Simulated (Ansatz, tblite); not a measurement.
# The cluster Fe₄Co+: a ladder of methods and basis sets

An exercise on one series of results from a longer session: the logs are not shown, and one member is left open.

The runs use Ansatz 0.2.0, Gaussian basis; as each input shows.

Plan: GFN1-xTB, GFN2-xTB, PBE-D4/def2-TZVP, r2SCAN-D4/def2-TZVP, revPBE-D4/def2-TZVP, PBE-D4/def2-SVP, PBE0-D4/def2-SVP, MP2/def2-TZVP, RPA/def2-TZVP.

7 further runs of the same task are left out: 4 that didn't finish, 3 set aside as unsound or not needed. Runs told in other sessions of the task aren't counted.

**The structure**

The geometry is that of the multiplicity 15, from an earlier relaxation (PBE-D4/def2-SVP). At that level it is the lowest of the isomers that a small search found.

5 atoms, charge 1, spin multiplicity 15.

Bond lengths: Fe1–Fe2 2.362 Å, Fe1–Fe3 2.373 Å, Fe1–Fe4 2.308 Å, Fe1–Co5 2.248 Å, Fe2–Fe3 2.365 Å, Fe2–Fe4 2.313 Å, Fe2–Co5 2.253 Å, Fe3–Fe4 2.307 Å, Fe3–Co5 2.246 Å. Angles: Fe2–Fe1–Fe3 59.9°, Fe2–Fe1–Fe4 59.4°, Fe2–Fe1–Co5 58.5°, Fe3–Fe1–Fe4 59.0°, Fe3–Fe1–Co5 58.1°, Fe4–Fe1–Co5 106.4°, Fe1–Fe2–Fe3 60.3°, Fe1–Fe2–Fe4 59.2°, Fe1–Fe2–Co5 58.2°, Fe3–Fe2–Fe4 59.1°, Fe3–Fe2–Co5 58.1°, Fe4–Fe2–Co5 106.1°, Fe1–Fe3–Fe2 59.8°, Fe1–Fe3–Fe4 59.1°, Fe1–Fe3–Co5 58.2°, Fe2–Fe3–Fe4 59.3°, Fe2–Fe3–Co5 58.4°, Fe4–Fe3–Co5 106.5° and more.

No spin-orbit coupling is included. The ion is computed in the gas phase, without counter-ions or solvent.

PBE0-D4/def2-TZVP was run before; its log isn't repeated, and its numbers join the tables.

The first run:

Tight binding, by tblite at 300 K electronic temperature and without a spin-polarisation term:

```python
tblite.interface.Calculator('GFN1-xTB', numbers, positions, charge=1, uhf=14).singlepoint()
```

Tight binding, by tblite at 300 K electronic temperature and without a spin-polarisation term:

```python
tblite.interface.Calculator('GFN2-xTB', numbers, positions, charge=1, uhf=14).singlepoint()
```

start.molden holds the orbitals of an earlier run on this state, given as this run's starting guess.

The input, in.yaml:

```yaml
crystal:
  periodic: [false, false, false]
  atoms:
    - {symbol: Fe, position_ang: [-1.056228, -0.815541, 0.292207]}
    - {symbol: Fe, position_ang: [0.975253, 0.202573, 0.936161]}
    - {symbol: Fe, position_ang: [0.110823, 0.577289, -1.233463]}
    - {symbol: Fe, position_ang: [-0.936504, 1.466072, 0.620138]}
    - {symbol: Co, position_ang: [0.906656, -1.430393, -0.615053]}
basis:
  gaussian: {orbitals: def2-TZVP, initial_orbitals: start.molden}
total_charge: 1
magnetization: {spin_polarized: true, initial_magnetization: 14}
hamiltonian: {xc: pbe, dispersion: d4}
scf: {omitted_lower_state_checks: [starts]}
output: {forces: true, orbitals: {seedname: orbitals}}
```

Launch:

```
> ansatz run in.yaml --threads 4 --pin off --events-out ev --progress --plain --max-ram 4787MiB
```

Steps of the session up to this table: PBE-D4/def2-TZVP; r2SCAN-D4/def2-TZVP; revPBE-D4/def2-TZVP; PBE-D4/def2-SVP; PBE0-D4/def2-SVP; MP2/def2-TZVP; RPA/def2-TZVP.

One table of the session follows, with a row left open; its other results are not shown here.

| level | HOMO (eV) | LUMO (eV) | gap (eV) |
| --- | --- | --- | --- |
| PBE-D4/def2-SVP | -8.00 | -7.78 | 0.22 |
| PBE-D4/def2-TZVP | ? | ? | ? |
| revPBE-D4/def2-TZVP | -8.63 | -7.98 | 0.64 |
| r2SCAN-D4/def2-TZVP | -8.51 | -7.93 | 0.58 |
| PBE0-D4/def2-SVP | -8.65 | -7.12 | 1.53 |
| PBE0-D4/def2-TZVP | -9.16 | -7.31 | 1.85 |

Estimate the missing values for PBE-D4/def2-TZVP.

**Answer.** HOMO (eV): -8.73; LUMO (eV): -8.11; gap (eV): 0.63. In the column «HOMO (eV)» it lies between PBE0-D4/def2-TZVP (-9.16) and PBE0-D4/def2-SVP (-8.65).
